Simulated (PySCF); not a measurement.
# One shape, several levels: C2H4AlBO (SMILES B[O][AlH][C]#C)

Wanted: a comparison of 6 runs (HF/STO-3G, HF/def2-SVP, B3LYP/6-31G*, PBE0/def2-SVP, MP2/6-31G**) of C2H4AlBO. The job is set up through a Python script.

Program for the calculation: PySCF 2.14.0.

### Step 1. The molecule

C2H4AlBO has 9 atoms, charge 0, and is taken as a singlet. As SMILES, `B[O][AlH][C]#C`. The shape comes from GFN2-xTB, which is rough for such elements, and wasn't checked as a minimum. This is one conformer, not always the lowest.

Bond lengths: B1–O2 1.333 Å, O2–Al3 1.666 Å, Al3–C4 1.941 Å, C4–C5 1.211 Å, B1–H6 1.178 Å, B1–H7 1.179 Å, Al3–H8 1.525 Å, C5–H9 1.056 Å. Angles: B1–O2–Al3 179.4°, O2–Al3–C4 121.8°, Al3–C4–C5 179.6°, O2–B1–H6 119.6°, O2–B1–H7 119.6°, O2–Al3–H8 113.4°, C4–Al3–H8 124.8°, C4–C5–H9 179.6°, H6–B1–H7 120.9°.

### Step 2. Energy and gradient at HF/STO-3G (run 1)

calc.py

```python
from pyscf import gto

molecule = gto.M(
    atom='''
B      2.394190     0.288740     0.067310
O      1.176870    -0.231610    -0.084580
Al    -0.337690    -0.898270    -0.280580
C     -1.955280     0.119290     0.058150
C     -2.968670     0.747840     0.270130
H      2.949900     0.175480     1.100210
H      2.900490     0.856000    -0.833170
H     -0.304680    -2.349900    -0.746390
H     -3.855140     1.292430     0.448920
''',
    max_memory=1860,
    verbose=3,
    basis='sto-3g',
)

hf = molecule.RHF()
hf.conv_tol = 1e-10
hf.kernel()
if not hf.converged:
    hf = hf.newton().run(hf.mo_coeff, hf.mo_occ)

energy = hf.e_tot
print(f'total energy: {energy:.8f} hartree')
grad = hf.nuc_grad_method().kernel()
hf.analyze()
```

Command:

```console
OMP_NUM_THREADS=1 python calc.py
```

What it wrote:

```text
converged SCF energy = -414.39729580783
[... 12 lines left out ...]
MO #3   energy= -10.9561720487623  occ= 2
[... 5 lines left out ...]
MO #9   energy= -3.01000201743447  occ= 2
[... 5 lines left out ...]
MO #15  energy= -0.501171920311712 occ= 2
[... 5 lines left out ...]
MO #21  energy= -0.310813099781637 occ= 2
[... 5 lines left out ...]
MO #27  energy= 0.617825104112042  occ= 0
[... 5 lines left out ...]
MO #33  energy= 1.43305270915443   occ= 0
[... 10 lines left out ...]
Dipole moment(X, Y, Z, Debye): -1.37336, -0.95484, -0.27872
```

It took 3 s on 1 thread of Intel Xeon at 2.70GHz, shared host; peak memory 0.12 GiB.

### Step 3. Energy and gradient at HF/def2-SVP (run 2)

calc.py

```python
import pyscf.grad
from pyscf import gto, scf

mol = gto.M(
    atom=[
    ('B', (2.394190, 0.288740, 0.067310)),
    ('O', (1.176870, -0.231610, -0.084580)),
    ('Al', (-0.337690, -0.898270, -0.280580)),
    ('C', (-1.955280, 0.119290, 0.058150)),
    ('C', (-2.968670, 0.747840, 0.270130)),
    ('H', (2.949900, 0.175480, 1.100210)),
    ('H', (2.900490, 0.856000, -0.833170)),
    ('H', (-0.304680, -2.349900, -0.746390)),
    ('H', (-3.855140, 1.292430, 0.448920)),
],
    basis='def2-svp',
    max_memory=1860,
    verbose=4,
)

mf = scf.RHF(mol)
mf.conv_tol = 1e-10
mf.kernel()
if not mf.converged:
    mf = mf.newton().run(mf.mo_coeff, mf.mo_occ)

etot = mf.e_tot
print('E(%s) = %.9f' % ('HF', etot))
grad = mf.Gradients().kernel()
mf.analyze()
```

Command:

```console
OMP_NUM_THREADS=1 python calc.py
```

What it wrote:

```text
PySCF version 2.14.0

[... 92 lines left out ...]
MO #4   energy= -11.2203193082769  occ= 2
[... 17 lines left out ...]
MO #22  energy= 0.0596516252502646 occ= 0
[... 17 lines left out ...]
MO #40  energy= 0.576117685516046  occ= 0
[... 17 lines left out ...]
MO #58  energy= 1.27735918995611   occ= 0
[... 17 lines left out ...]
MO #76  energy= 2.13192322813027   occ= 0
[... 17 lines left out ...]
MO #94  energy= 4.04601335735847   occ= 0
[... 106 lines left out ...]
Dipole moment(X, Y, Z, Debye): -1.38864,  0.14669,  0.07041
```

Wall time 8.4 s (1 thread of Intel Xeon at 2.70GHz, shared host); peak memory 0.19 GiB.

Run 3 isn't shown in full; the table further down has it.

### Step 4. Energy and gradient at B3LYP/6-31G(d) (Cartesian functions) (run 4)

input.py

```python
from pyscf import gto, dft

mol = gto.Mole()
mol.atom = '''
B      4.524363     0.545640     0.127197
O      2.223962    -0.437679    -0.159833
Al    -0.638142    -1.697484    -0.530219
C     -3.694944     0.225425     0.109888
C     -5.609973     1.413213     0.510472
H      5.574503     0.331609     2.079096
H      5.481132     1.617606    -1.574463
H     -0.575762    -4.440667    -1.410473
H     -7.285159     2.442339     0.848336
'''
mol.cart = True
mol.spin = 0
mol.basis = '6-31g*'
mol.unit = 'bohr'
mol.verbose = 4
mol.max_memory = 1860
mol.build()

myscf = dft.RKS(mol, xc='b3lyp')
myscf.grids.level = 5
myscf.conv_tol = 1e-10
myscf.kernel()
if not myscf.converged:
    myscf = myscf.newton().run(myscf.mo_coeff, myscf.mo_occ)

e_tot = myscf.e_tot
print('Final energy', e_tot)
grad = myscf.nuc_grad_method().kernel()
myscf.analyze()
```

Command:

```console
OMP_NUM_THREADS=1 python input.py
```

What it wrote:

```text
PySCF version 2.14.0

[... 104 lines left out ...]
MO #2   energy= -19.159245150239   occ= 2
[... 16 lines left out ...]
MO #19  energy= -0.293674484213488 occ= 2
[... 16 lines left out ...]
MO #36  energy= 0.300460037500459  occ= 0
[... 16 lines left out ...]
MO #53  energy= 0.93275358480596   occ= 0
[... 16 lines left out ...]
MO #70  energy= 1.80853056586124   occ= 0
[... 16 lines left out ...]
MO #87  energy= 4.29733423970516   occ= 0
[... 99 lines left out ...]
Dipole moment(X, Y, Z, Debye): -1.53896,  0.11713,  0.06022
```

It took 40 s on 1 thread of Intel Xeon at 2.70GHz, shared host; peak memory 0.88 GiB.

Run 5 isn't shown in full; the table further down has it.

### Step 5. Energy and forces at MP2/6-31G(d,p) (spherical functions) (run 6)

run.py

```python
from pyscf import gto, mp

system = gto.Mole()
system.atom = [
    ('B', (2.394190, 0.288740, 0.067310)),
    ('O', (1.176870, -0.231610, -0.084580)),
    ('Al', (-0.337690, -0.898270, -0.280580)),
    ('C', (-1.955280, 0.119290, 0.058150)),
    ('C', (-2.968670, 0.747840, 0.270130)),
    ('H', (2.949900, 0.175480, 1.100210)),
    ('H', (2.900490, 0.856000, -0.833170)),
    ('H', (-0.304680, -2.349900, -0.746390)),
    ('H', (-3.855140, 1.292430, 0.448920)),
]
system.charge = 0
system.basis = '6-31g**'
system.max_memory = 1860
system.verbose = 4
system.build()

mf = system.RHF()
mf.conv_tol = 1e-10
mf.kernel()
if not mf.converged:
    mf = mf.newton().run(mf.mo_coeff, mf.mo_occ)

pt = mp.MP2(mf, frozen=9).run()
e_final = pt.e_tot
print('E(%s) = %.9f' % ('MP2', e_final))
grad = pt.nuc_grad_method().kernel()
dip = mf.dip_moment()
pop, q = mf.mulliken_pop()
```

Command:

```console
OMP_NUM_THREADS=1 python run.py
```

What it wrote:

```text
PySCF version 2.14.0

[... 67 lines left out ...]
converged SCF energy = -419.557098470303
[... 17 lines left out ...]
Dipole moment(X, Y, Z, Debye): -1.42854,  0.12386,  0.06239
[... 104 lines left out ...]
charge of    8H =      0.24473
```

Run time: 26 s. Hardware: 1 thread of Intel Xeon at 2.70GHz, shared host; peak memory 0.64 GiB.

### Step 6. All runs side by side

```tsv
run	level	integration grid	Cartesian functions	energy (Eh)	dipole moment (D) of the reference	HOMO energy (eV)	LUMO energy (eV)	wall time
1	HF/STO-3G	–	no	-414.397296	1.70	-8.46	7.75	3 s
2	HF/def2-SVP	–	no	-419.358983	1.40	-11.05	1.62	8.4 s
3	B3LYP/6-31G* (spherical functions)	5	no	-421.144710	1.55	-7.65	-1.46	39 s
4	B3LYP/6-31G* (Cartesian functions)	5	yes	-421.149807	1.54	-7.64	-1.46	40 s
5	PBE0/def2-SVP	5	no	-420.591131	1.50	-8.01	-1.39	50 s
6	MP2/6-31G** (spherical functions)	–	no	-420.119770	1.44	-10.80	1.59	26 s
```

### Step 7. Results

| quantity | value |
| --- | --- |
| run 6: total energy | -420.11977 Eh |
| run 6: dipole moment (Hartree–Fock density) | 1.44 D |
| run 6: HOMO energy (Hartree–Fock orbitals) | -10.80 eV |
| run 6: LUMO energy (Hartree–Fock orbitals) | 1.59 eV |
| run 6: HOMO–LUMO gap (Hartree–Fock orbitals) | 12.39 eV |
| run 6: correlation energy (9 core orbitals frozen) | -562.7 mEh |
| run 6: largest force on an atom | 2.959 eV/Å |

Over runs 1, 2, 3, 4, 5 the dipole moment (its size) runs from 1.40 D (HF/def2-SVP) to 1.70 D (HF/STO-3G). Over runs 1, 2, 3, 4, 5 the HOMO–LUMO gap runs from 6.18 eV (B3LYP/6-31G*) to 16.21 eV (HF/STO-3G). The two ends differ in method and basis. Totals of different functionals can't be ranked against each other. In run 1 the basis is minimal, so the values are rough. All runs together took 2.8 min, the longest 50 s.
